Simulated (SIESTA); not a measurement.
Al3Cu:

```
Cu Al
1.0
     2.77841    0.00000    0.00000
     0.00000    2.77841    0.00000
     0.00000    0.00000    7.51340
Cu Al
1 3
Direct
  0.00000 0.00000 0.00000
  0.50000 0.50000 0.77388
  0.50000 0.50000 0.22612
  0.00000 0.00000 0.50000
```

The cell comes from a database or a generator and needn't be the stable form of this composition.

* Program: SIESTA 5.4.2
* Task: single point
* Functional: PBEsol
* Potentials or basis: PseudoDojo 0.4 standard (PBEsol files)
* Basis: DZP (energy shift 0.003 Ry; two zetas on semicore shells)
* Grid cutoff: 800 Ry
* Energy shift: 0.003 Ry
* k mesh: 10 × 10 × 4
* Occupations: fermi-dirac, width 0.05 eV
* Spin: no spin polarisation

On this cell: pressure 1.1 GPa; largest force 0.183 eV/Å; band gap on the k mesh none (metal or under the smearing width).

The same run follows on a disturbed copy (atoms moved at random, drawn with an rms of 0.05 Å):

```
Cu Al
1.0
     2.77841    0.00000    0.00000
     0.00000    2.77841    0.00000
     0.00000    0.00000    7.51340
Cu Al
1 3
Direct
  0.99047 0.00678 0.99577
  0.49501 0.49918 0.77187
  0.50029 0.49998 0.23068
  0.00447 0.99440 0.49774
```

What changes?

The energy (extrapolated to zero smearing) moves by +5.5 meV/atom; pressure 1.0 GPa; largest force 0.577 eV/Å; band gap on the k mesh none (metal or under the smearing width).

Forces in eV/Å, atoms in the order of the input:
```
Cu   0.054 -0.060  0.236
Al   0.001  0.031  0.186
Al  -0.029  0.010 -0.576
Al  -0.026  0.019  0.154
```

Stress tensor (GPa, compression positive):
```
 0.40 -0.01 -0.02
-0.01  0.40 -0.02
-0.02 -0.02  2.32
```

Caveats: short orbitals over semicore shells can move pressures by several GPa; the basis of atomic orbitals isn't converged, which shifts pressures, moduli and gaps.
